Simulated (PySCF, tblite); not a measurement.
# C₆H₁₁FGeSi: geometry, infrared bands and NMR shifts

Aim: predict the infrared bands and NMR shifts of C₆H₁₁FGeSi (`C#CC[CH2][Ge]1([F])[CH2][SiH2][CH2]1`).

Computed with tblite 0.8.0 and PySCF 2.14.0, with density-fitted response routines of our own, on a single molecule in the gas phase. Atoms count from 0, in the outputs and in this text.

**1. Starting geometry**

20 atoms, charge 0, multiplicity 1; geometry from: force field or distance geometry start.

Bonds of the start (Å): C0–C1 1.23, C1–C2 1.45, C2–C3 1.51, C3–Ge4 1.95, Ge4–F5 1.75, Ge4–C6 1.94, C6–Si7 1.87, Si7–C8 1.87, C8–Ge4 1.95, C0–H9 1.06, C2–H10 1.10, C2–H11 1.12, C3–H12 1.12, C3–H13 1.10, C6–H14 1.11, C6–H15 1.12, Si7–H16 1.47, Si7–H17 1.46, C8–H18 1.12, C8–H19 1.10.

**2. Geometry optimisation with GFN2-xTB**

Job settings and geometry (Å):

```
{"job": {"kind": "relax", "xc": "GFN2-xTB", "basis": "xTB"}, "charge": 0, "multiplicity": 1}
C      3.291000     0.777500     0.483100
C      2.738300     0.073700    -0.356000
C      2.089900    -0.767300    -1.339600
C      0.808700    -1.325700    -0.775300
Ge    -0.283900     0.211100    -0.286000
F      0.415300     1.750200    -0.754600
C     -1.070800     0.151800     1.482400
Si    -2.579600     0.954800     0.732400
C     -2.148400     0.040100    -0.839000
H      3.732400     1.408500     1.209700
H      2.706800    -1.617700    -1.662800
H      1.877100    -0.161300    -2.261500
H      0.289300    -1.939300    -1.555100
H      1.059800    -1.966100     0.081800
H     -0.614400     0.820000     2.242100
H     -1.204700    -0.901300     1.825800
H     -3.866400     0.579800     1.332300
H     -2.338200     2.385000     0.571400
H     -2.510300    -1.018700    -0.760400
H     -2.396900     0.555500    -1.783400
```

Launch:

```
$ OMP_NUM_THREADS=1 python probes_run.py task.json out
```

This one command runs all jobs of the session in turn.

**Question.** This job is followed by: GFN2-xTB harmonic vibrations, gas phase; GIAO PBE0/pcSseg-1 NMR shielding, non-relativistic, gas phase. What will the session give for the following? strongest single infrared mode (GFN2-xTB); zero-point energy (GFN2-xTB); 13C shifts against TMS (PBE0/pcSseg-1, means over atoms taken as alike); 1H shifts against TMS (PBE0/pcSseg-1, means over atoms taken as alike); 73Ge shifts against GeMe4 (PBE0/pcSseg-1); 19F shifts against CFCl3 (PBE0/pcSseg-1); 29Si shifts against TMS (PBE0/pcSseg-1); surface potential, 1st and 99th percentile.

As calculated:

```
                                                               quantity                                         value
                              strongest single infrared mode (GFN2-xTB)                         2262 cm⁻¹, 372 km/mol
                                           zero-point energy (GFN2-xTB)                                 89.4 kcal/mol
13C shifts against TMS (PBE0/pcSseg-1, means over atoms taken as alike)              90.2, 77.1, 30.0, 21.7, 15.7 ppm
 1H shifts against TMS (PBE0/pcSseg-1, means over atoms taken as alike)  4.86, 4.79, 2.83, 1.81, 1.56, 1.54, 1.45 ppm
                              73Ge shifts against GeMe4 (PBE0/pcSseg-1)                                       161 ppm
                               19F shifts against CFCl3 (PBE0/pcSseg-1)                                    -192.9 ppm
                                29Si shifts against TMS (PBE0/pcSseg-1)                                     -42.6 ppm
                                  surface potential, 1st and 99th percentile                            -1.58 V and 1.44 V
```

The optimisation took 230 steps and gained 0.992 eV; among the close pairs (by a distance rule), Ge4–Si7 changed most, from 2.619 to 2.782 Å. All 54 modes are real, so the xTB geometry is a minimum. The strongest single mode, at 2262 cm⁻¹, moves mainly H17. Unscaled tight-binding wavenumbers are off by several per cent, some by more. Its intensities can rank the bands wrongly. At PBE0/pcSseg-1: Shielding is most anisotropic at C1 (span 300 ppm, paramagnetic term -169 ppm). Spin-orbit coupling is left out, which matters for shieldings and couplings at and beside the heavy atoms.
